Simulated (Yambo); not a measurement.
# Zr (P6_3/mmc) in Yambo: further runs

Runs on Zr. Level: PBE. Tasks: optical spectrum.

Everything below comes from runs of Yambo 5.3.0. Logs are shortened: lines on timing, memory, paths and dates and some standing lists are left out, and cuts for length are marked.

**1. The structure**

Symmetry: P6_3/mmc, No. 194, hexagonal system. Conventional cell: a = 3.232 Å, b = 3.232 Å, c = 5.147 Å, α = 90.00°, β = 90.00°, γ = 120.00°. Zr (site symmetry -6m2) is surrounded by 12 Zr at 3.18 to 3.23 Å.

**2. Optical spectrum, PBE**

Contents of optics4.in:

```
optics
chi
Chimod= "HARTREE"
% BndsRnXd
 1 | 37 |
%
NGsBlkXd= 4 Ry
% LongDrXd
 1 | 1 | 0 |
%
% QpntsRXd
 1 | 1 |
%
% EnRngeXd
 0 | 15 | eV
%
% DmRngeXd
 0.2 | 0.2 | eV
%
ETStpsXd= 150
```

Contents of scf.in:

```
&CONTROL
  calculation = 'scf'
  prefix = 'pwscf'
  outdir = './tmp'
  pseudo_dir = './pseudo'
/
&SYSTEM
  ibrav = 0
  nat = 2
  ntyp = 1
  ecutwfc = 66
  nbnd = 19
  occupations = 'smearing'
  smearing = 'fd'
  degauss = 0.00367493
  force_symmorphic = .true.
/
&ELECTRONS
  conv_thr = 4d-10
  electron_maxstep = 120
  mixing_beta = 0.5
/
ATOMIC_SPECIES
Zr    91.2240 Zr.upf
CELL_PARAMETERS angstrom
   3.2320000000    0.0000000000    0.0000000000
  -1.6160000000    2.7989941050    0.0000000000
   0.0000000000    0.0000000000    5.1470000000
ATOMIC_POSITIONS crystal
Zr     0.6666666667    0.3333333333    0.7500000000
Zr     0.3333333333    0.6666666667    0.2500000000
K_POINTS automatic
15 15 8 0 0 0
```

Contents of nscf.in:

```
&CONTROL
  calculation = 'nscf'
  prefix = 'pwscf'
  outdir = './tmp'
  pseudo_dir = './pseudo'
/
&SYSTEM
  ibrav = 0
  nat = 2
  ntyp = 1
  ecutwfc = 66
  nbnd = 37
  occupations = 'smearing'
  smearing = 'fd'
  degauss = 0.00367493
  force_symmorphic = .true.
/
&ELECTRONS
  conv_thr = 1d-08
  diago_full_acc = .true.
  diago_thr_init = 1d-06
/
ATOMIC_SPECIES
Zr    91.2240 Zr.upf
CELL_PARAMETERS angstrom
   3.2320000000    0.0000000000    0.0000000000
  -1.6160000000    2.7989941050    0.0000000000
   0.0000000000    0.0000000000    5.1470000000
ATOMIC_POSITIONS crystal
Zr     0.6666666667    0.3333333333    0.7500000000
Zr     0.3333333333    0.6666666667    0.2500000000
K_POINTS automatic
15 15 8 0 0 0
```

Potentials or basis: PseudoDojo 0.4.1 SR PBE standard.

The run is started by

```console
OMP_NUM_THREADS=1 pw.x -in scf.in > scf.out
OMP_NUM_THREADS=1 pw.x -in nscf.in > nscf.out
cd tmp/pwscf.save; p2y; mv SAVE ../..; cd ../..
OMP_NUM_THREADS=1 yambo
OMP_NUM_THREADS=1 yambo -F optics4.in -J optics4 -C optics4_out
```

Yambo's report:

```text
[... sections 02.01 to 02.04 as in the set-up run ...]

[... 5 lines left out ...]
  [X] Bosonic    Temperature                        :  0.258606E-1   300.100    [eV K]
  [X] Finite Temperature mode                       : yes
  [X] El. density                                   :  0.51545E+24 [cm-3]
  [X] Fermi Level                                   :  14.15461 [eV]

  [X] === Gaps and Widths ===
  [X] Conduction Band Min                           :  14.15461 [eV]
  [X] Valence Band Max                              :  14.15461 [eV]
  [X] Filled Bands                                  :  10
  [X] Metallic Bands                                :  11  14
  [X] Empty Bands                                   :   15   37

  [X] === Metallic Characters ===
  [X] N of el / N of met el                         :  24.00000   3.85352
  [X] Average metallic occ.                         :  0.240845

  [WARNING] [X] Metallic system

 [03] Transferred momenta grid and indexing
 ==========================================

 IBZ Q-points                                      :  192
 BZ  Q-points                                      :  1800

 K/Q-points units:
 rlu = crystal or reduced units; cc = cartesian coordinates; iku = interal k-units

 Q [  1]        [rlu]:  0.000000  0.000000  0.000000
 Q [  2]        [rlu]:  0.000000  0.000000  0.125000
 Q [  3]        [rlu]:  0.000000  0.000000  0.250000
 Q [  4]        [rlu]:  0.000000  0.000000  0.375000
 Q [  5]        [rlu]:  0.000000  0.000000 -0.500000
 Q [  6]        [rlu]:  0.31459E-18  0.66667E-01   0.0000
[... 42 lines left out ...]
 Q [ 49]        [rlu]:  0.066667  0.133333  0.375000
 Q [ 50]        [rlu]:  0.066667  0.133333 -0.500000

 Remaining 142 points informations can be written running with -fatlog

 [04] Dipoles
 ============

  [04.01] Setup: observables and procedures
  =========================================

  [WF-Oscillators/G space/Transverse up loader] Normalization (few states)  min/max  :  0.52042E-17   1.0000

  [WR./optics4//ndb.dipoles]------------------------------------------------------
   Brillouin Zone Q/K grids (IBZ/BZ)                :   192  1800   192  1800
   RL vectors                                       :   3681 [WF]
   Fragmentation                                    : yes
   Electronic Temperature                           :  300.1000 [K]
   Bosonic    Temperature                           :  300.1000 [K]
   DIP band range                                   :    1   37
   DIP band range limits                            :  14  11
   DIP e/h energy range                             : -1.000000 -1.000000 [eV]
   RL vectors in the sum                            :   3681
   [r,Vnl] included                                 : yes
   Bands ordered                                    : yes
   Direct v evaluation                              : no
   Approach used                                    : G-space v
   Dipoles computed                                 : R V P [G-space]
   Wavefunctions                                    : Perdew, Burke & Ernzerhof(X)+Perdew, Burke & Ernzerhof(C)

  [WARNING] [r,Vnl^pseudo] included in position and velocity dipoles.

  [WARNING] In case H contains other non local terms, these are neglected

 [05] Optics
 ===========

 [X-CG] R(p) Tot o/o(of R):    30384   588338      100

 [WARNING] The system is a metal but Drude term not included.
```

Run time: 3.8 min. Hardware: 1 thread of Arm Neoverse V2, shared host; peak memory 1.3 GiB.

Results:

| Item | Value |
| --- | --- |
| Band gap on the k mesh, mean-field level | none (metal or under the smearing width) |

Dielectric function (along the field direction of the input):
| energy (eV) | real part | imaginary part |
| --- | --- | --- |
| 0.30 | 55.29 | 29.87 |
| 0.81 | 32.96 | 41.77 |
| 1.31 | 13.29 | 36.21 |
| 1.81 | 6.33 | 30.17 |
| 2.32 | -1.47 | 24.18 |
| 2.82 | -4.54 | 17.82 |
| 3.32 | -5.01 | 12.58 |
| 3.83 | -2.78 | 10.37 |
| 4.33 | -3.38 | 9.29 |
| 4.83 | -3.98 | 8.10 |
| 5.34 | -4.36 | 6.09 |
| 5.84 | -3.96 | 3.99 |
| 6.34 | -2.68 | 2.73 |
| 6.85 | -1.50 | 2.25 |
| 7.35 | -0.46 | 2.39 |
| 7.85 | -0.38 | 3.60 |
| 8.36 | -1.61 | 2.86 |
| 8.86 | -0.94 | 2.07 |
| 9.36 | -0.12 | 2.19 |
| 9.87 | -0.53 | 2.89 |
| 10.37 | -0.98 | 2.37 |
| 10.87 | -1.12 | 1.95 |
| 11.38 | -0.96 | 1.62 |
| 11.88 | -0.77 | 1.49 |
| 12.38 | -0.75 | 1.36 |
| 12.89 | -0.74 | 1.08 |
| 13.39 | -0.51 | 0.84 |
| 13.89 | -0.34 | 0.86 |
| 14.40 | -0.34 | 0.76 |
| 15.00 | -0.25 | 0.66 |

Caveat: the intraband (Drude) term of the metal is left out; these spectra lack excitons.

**3. Optical spectrum, PBE**

Contents of optics5.in:

```
optics
chi
Chimod= "IP"
% BndsRnXd
 1 | 37 |
%
% LongDrXd
 1 | 0 | 0 |
%
% QpntsRXd
 1 | 1 |
%
% EnRngeXd
 0 | 15 | eV
%
% DmRngeXd
 0.3 | 0.3 | eV
%
ETStpsXd= 300
Gauge= "velocity"
```

scf.in is that of step 2.

nscf.in is that of step 2.

Potentials or basis: PseudoDojo 0.4.1 SR PBE standard.

The run is started by

```console
OMP_NUM_THREADS=1 pw.x -in scf.in > scf.out
OMP_NUM_THREADS=1 pw.x -in nscf.in > nscf.out
cd tmp/pwscf.save; p2y; mv SAVE ../..; cd ../..
OMP_NUM_THREADS=1 yambo
OMP_NUM_THREADS=1 yambo -F optics5.in -J optics5 -C optics5_out
```

Yambo's report:

```text
[... sections 02.01 to 02.04 as in the set-up run ...]

[... 5 lines left out ...]
  [X] Bosonic    Temperature                        :  0.258606E-1   300.100    [eV K]
  [X] Finite Temperature mode                       : yes
  [X] El. density                                   :  0.51545E+24 [cm-3]
  [X] Fermi Level                                   :  14.15461 [eV]

  [X] === Gaps and Widths ===
  [X] Conduction Band Min                           :  14.15461 [eV]
  [X] Valence Band Max                              :  14.15461 [eV]
  [X] Filled Bands                                  :  10
  [X] Metallic Bands                                :  11  14
  [X] Empty Bands                                   :   15   37

  [X] === Metallic Characters ===
  [X] N of el / N of met el                         :  24.00000   3.85352
  [X] Average metallic occ.                         :  0.240845

  [WARNING] [X] Metallic system

 [03] Transferred momenta grid and indexing
 ==========================================

 IBZ Q-points                                      :  192
 BZ  Q-points                                      :  1800

 K/Q-points units:
 rlu = crystal or reduced units; cc = cartesian coordinates; iku = interal k-units

 Q [  1]        [rlu]:  0.000000  0.000000  0.000000
 Q [  2]        [rlu]:  0.000000  0.000000  0.125000
 Q [  3]        [rlu]:  0.000000  0.000000  0.250000
 Q [  4]        [rlu]:  0.000000  0.000000  0.375000
 Q [  5]        [rlu]:  0.000000  0.000000 -0.500000
 Q [  6]        [rlu]:  0.31459E-18  0.66667E-01   0.0000
[... 42 lines left out ...]
 Q [ 49]        [rlu]:  0.066667  0.133333  0.375000
 Q [ 50]        [rlu]:  0.066667  0.133333 -0.500000

 Remaining 142 points informations can be written running with -fatlog

 [04] Dipoles
 ============

  [04.01] Setup: observables and procedures
  =========================================

  [WF-Oscillators/G space/Transverse up loader] Normalization (few states)  min/max  :  0.52042E-17   1.0000

  [WR./optics5//ndb.dipoles]------------------------------------------------------
   Brillouin Zone Q/K grids (IBZ/BZ)                :   192  1800   192  1800
   RL vectors                                       :   3681 [WF]
   Fragmentation                                    : yes
   Electronic Temperature                           :  300.1000 [K]
   Bosonic    Temperature                           :  300.1000 [K]
   DIP band range                                   :    1   37
   DIP band range limits                            :  14  11
   DIP e/h energy range                             : -1.000000 -1.000000 [eV]
   RL vectors in the sum                            :   3681
   [r,Vnl] included                                 : yes
   Bands ordered                                    : yes
   Direct v evaluation                              : no
   Approach used                                    : G-space v
   Dipoles computed                                 : R V P [G-space]
   Wavefunctions                                    : Perdew, Burke & Ernzerhof(X)+Perdew, Burke & Ernzerhof(C)

  [WARNING] [r,Vnl^pseudo] included in position and velocity dipoles.

  [WARNING] In case H contains other non local terms, these are neglected

 [05] Optics
 ===========

 [X-CG] R(p) Tot o/o(of R):    30384   588338      100

 [WARNING] The system is a metal but Drude term not included.
```

Wall time 3.4 min (1 thread of Arm Neoverse V2, shared host); peak memory 0.34 GiB.

Results:

```yaml
Band_gap_on_the_k_mesh_mean-field_level: none (metal or under the smearing width)
```

Dielectric function (along the field direction of the input):
```tsv
energy (eV)	real part	imaginary part
0.25	58.40	21.40
0.60	44.20	31.77
1.00	25.35	36.28
1.35	14.33	33.53
1.76	7.89	29.69
2.11	1.83	26.62
2.51	-2.09	21.31
2.86	-3.50	17.29
3.26	-3.96	13.62
3.61	-3.21	11.23
4.01	-2.95	10.39
4.36	-3.28	9.38
4.77	-3.70	8.29
5.17	-4.13	6.73
5.52	-4.05	5.31
5.92	-3.43	3.89
6.27	-2.63	3.10
6.67	-1.73	2.62
7.02	-1.02	2.51
7.42	-0.38	2.75
7.78	-0.36	3.37
8.18	-1.14	3.30
8.53	-1.16	2.50
8.93	-0.67	2.11
9.28	-0.19	2.22
9.68	-0.24	2.70
10.08	-0.76	2.63
10.43	-0.89	2.29
10.84	-0.93	1.95
11.19	-0.82	1.69
11.59	-0.67	1.49
11.94	-0.58	1.44
12.34	-0.55	1.35
12.69	-0.55	1.20
13.09	-0.47	1.00
13.44	-0.31	0.88
13.85	-0.17	0.88
14.20	-0.16	0.87
14.60	-0.14	0.78
15.00	-0.11	0.71
```

Caveat: the intraband (Drude) term of the metal is left out; independent-particle spectra lack excitons.
